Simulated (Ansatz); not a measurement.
**BH2Cl (SMILES BCl) at PBE0/STO-3G**

What is the electronic atomisation energy of BH2Cl at PBE0/STO-3G? 

Program for the calculation: Ansatz 0.2.0.

56 further runs of the same task are left out: 2 that didn't finish, 54 set aside as unsound or not needed.

### 1 The structure to begin with

The species is BH2Cl (4 atoms), meant as a singlet with charge 0. SMILES: `BCl`. Geometry: relaxed at PBE0-D4/def2-TZVP.

Bond lengths: B1–Cl2 1.733 Å, B1–H3 1.190 Å, B1–H4 1.190 Å. Angles: Cl2–B1–H3 118.1°, Cl2–B1–H4 118.1°, H3–B1–H4 123.7°.

### 2 A single-point energy at PBE0/STO-3G

input.yaml reads:

```yaml
crystal:
  periodic: [false, false, false]
  atoms:
    - {symbol: B, position_ang: [-0.116700, 0.021700, -0.075300]}
    - {symbol: Cl, position_ang: [1.365000, -0.395300, 0.721200]}
    - {symbol: H, position_ang: [-1.106200, -0.559500, 0.240400]}
    - {symbol: H, position_ang: [-0.086600, 0.872800, -0.906600]}
basis:
  gaussian:
    orbitals: STO-3G
hamiltonian:
  xc: {name: PBE0}
accuracy: high
```

On the command line:

```console
$ ansatz run input.yaml --threads 1 --pin off --max-ram 2610MiB --events-out events.jsonl --progress --plain --runs-dir runs
```

Standard output:

```text
Warning: RAYON_NUM_THREADS=1 ignored (pool sized by the plan → 1); use --threads N
Functional definition: PBE0
  name "PBE0"
  parameter a = 0.25
  parameter kappa = 0.804
  parameter beta = 0.06672455060314922
  exchange = (1 - a)*pbe_x(kappa = kappa, mu = beta*pi^2/3) + a*exact_x
  correlation = pbe_c(beta = beta)
263 factors; integrals over basis functions are off by at most 1.2e-8 eV
mean field evaluation 1: about -13081.5054 eV, gradient 1.4e1 eV
mean field evaluation 2: about -13081.5168 eV, gradient 1.5e1 eV
mean field evaluation 4: about -13082.3218 eV, gradient 7.9e-2 eV
mean field evaluation 8: about -13082.2974 eV, gradient 4.6e-5 eV
mean field -13082.29742442 eV, -480.7655628477 hartree, gradient 1.4e-8 eV, S^2 0.000000; 0 other end points of the search recorded, 0 dependent functions left out
reference -13082.29742558 eV, -480.7655628904 hartree; 12, 12 occupied and 4, 4 virtual orbitals, 263 factors
Total energy: -13082.29742558 eV, -480.7655628904 hartree
```

Run time: 0.72 s. Hardware: 1 thread of Arm Neoverse V1, shared host.

### 3 The B atom at the same level

molecule.yaml reads:

```yaml
crystal:
  periodic: [false, false, false]
  atoms:
    - {symbol: B, position_ang: [0.000000, 0.000000, 0.000000]}
basis:
  gaussian:
    orbitals: STO-3G
magnetization:
  spin_polarized: true
  initial_magnetization: 1
hamiltonian:
  xc: {name: PBE0}
accuracy: high
```

Run the same way, it converges to -24.23604 Eh (log not shown).

### 4 The Cl atom, same level

molecule.yaml reads:

```yaml
basis:
  gaussian:
    orbitals: STO-3G
crystal:
  periodic: [false, false, false]
  atoms:
    - {symbol: Cl, position_ang: [0.000000, 0.000000, 0.000000]}
hamiltonian:
  xc: pbe0
accuracy: high
magnetization:
  spin_polarized: true
  initial_magnetization: 1
```

On the command line:

```console
$ ansatz run molecule.yaml --threads 1 --pin off --max-ram 2610MiB --events-out events.jsonl --progress --plain --runs-dir runs
```

Standard output, shortened:

```text
Warning: RAYON_NUM_THREADS=1 ignored (pool sized by the plan → 1); use --threads N
[... 7 set-up lines as earlier in the session ...]
42 factors; integrals over basis functions are off by at most 4.6e-9 eV
mean field evaluation 1: about -12380.8808 eV, gradient 2.2e-1 eV
mean field evaluation 2: about -12380.8809 eV, gradient 4.0e-3 eV
mean field evaluation 4: about -12380.8821 eV, gradient 3.9e-8 eV
mean field -12380.88213505 eV, -454.9890263996 hartree, gradient 1.7e-8 eV, S^2 0.750000; 0 other end points of the search recorded, 0 dependent functions left out
reference -12380.88213576 eV, -454.9890264257 hartree; 9, 8 occupied and 0, 1 virtual orbitals, 42 factors
Total energy: -12380.88213576 eV, -454.9890264257 hartree
```

Run time: 0.3 s. Hardware: 1 thread of Arm Neoverse V1, shared host.

### 5 The H atom, same level

run.yaml reads:

```yaml
crystal:
  periodic: [false, false, false]
  atoms:
    - symbol: H
      position_ang: [0.000000, 0.000000, 0.000000]
basis:
  gaussian:
    orbitals: STO-3G
magnetization:
  spin_polarized: true
  initial_magnetization: 1
hamiltonian:
  xc: pbe0
accuracy: high
```

Run the same way, it converges to -0.46651 Eh (log not shown).

### 6 Results

Level: PBE0/STO-3G.

| quantity | value |
| --- | --- |
| molecule: total energy | -480.76556 Eh |
| B atom: total energy | -24.23604 Eh |
| B atom: ⟨S²⟩ | 0.750 |
| Cl atom: total energy | -454.98903 Eh |
| Cl atom: ⟨S²⟩ | 0.750 |
| H atom: total energy | -0.46651 Eh |
| H atom: ⟨S²⟩ | 0.750 |
| electronic atomisation energy | 16.530 eV |

Taking the molecule apart into free atoms costs 16.53 eV (381 kcal/mol), before zero-point energy and without spin-orbit coupling. In a minimal basis such a difference can be off by several eV, whatever the method.
